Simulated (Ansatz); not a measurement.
# CH4AlFO: the cost of one run

Method: RKS PBE0/def2-SVP, in Ansatz 0.2.0.

## Step 1: Starting point

Bond lengths: Al1–F2 2.112 Å, Al1–O3 1.620 Å, Al1–H4 1.764 Å, Al1–C5 1.974 Å, C5–H6 1.094 Å, C5–H7 1.093 Å, C5–H8 1.093 Å. Angles: F2–Al1–O3 79.0°, F2–Al1–H4 34.9°, F2–Al1–C5 118.3°, O3–Al1–H4 44.0°, O3–Al1–C5 162.8°, H4–Al1–C5 153.2°, Al1–C5–H6 110.6°, Al1–C5–H7 110.8°, Al1–C5–H8 111.1°, H6–C5–H7 108.6°, H6–C5–H8 108.0°, H7–C5–H8 107.7°.

As a file:

```xyz
8

Al    0.4523   -0.4987   -0.0471
F    -0.9834   -1.9828   -0.4909
O     1.3964   -1.8045   -0.2109
H     0.2024   -2.2062   -0.4119
C    -0.1745    1.3501    0.2476
H     0.4568    1.8575    0.9825
H    -1.2053    1.3563    0.6101
H    -0.1446    1.9283   -0.6793
```

## Step 2: A restrained relaxation towards end A

Springs on the bonds that form and break draw the guess towards this end; the thresholds are loose.

input.yaml reads:

```yaml
crystal:
  periodic: [false, false, false]
  atoms:
    - { symbol: Al, position_ang: [0.4523, -0.4987, -0.0471] }
    - { symbol: F, position_ang: [-0.9834, -1.9828, -0.4909] }
    - { symbol: O, position_ang: [1.3964, -1.8045, -0.2109] }
    - { symbol: H, position_ang: [0.2024, -2.2062, -0.4119] }
    - { symbol: C, position_ang: [-0.1745, 1.3501, 0.2476] }
    - { symbol: H, position_ang: [0.4568, 1.8575, 0.9825] }
    - { symbol: H, position_ang: [-1.2053, 1.3563, 0.6101] }
    - { symbol: H, position_ang: [-0.1446, 1.9283, -0.6793] }
basis:
  gaussian: { orbitals: def2-SVP }
hamiltonian:
  xc: pbe0
relax:
  f_tol: 0.15
  max_steps: 25
  restrain:
    - { distance: [3, 1], at: 2.18, k: 30.0 }
    - { distance: [0, 1], at: 1.78, k: 30.0 }
    - { distance: [3, 2], at: 0.97, k: 30.0 }
```

The run is started by

```sh
$ ansatz run input.yaml --threads 2 --pin off --max-ram 3072MiB --backend cpu --events-out ev --progress --plain --runs-dir out
```

What time and memory should one allow on 2 threads of Arm Neoverse N1, shared host?

About 24 s, with a peak of 0.15 GiB.
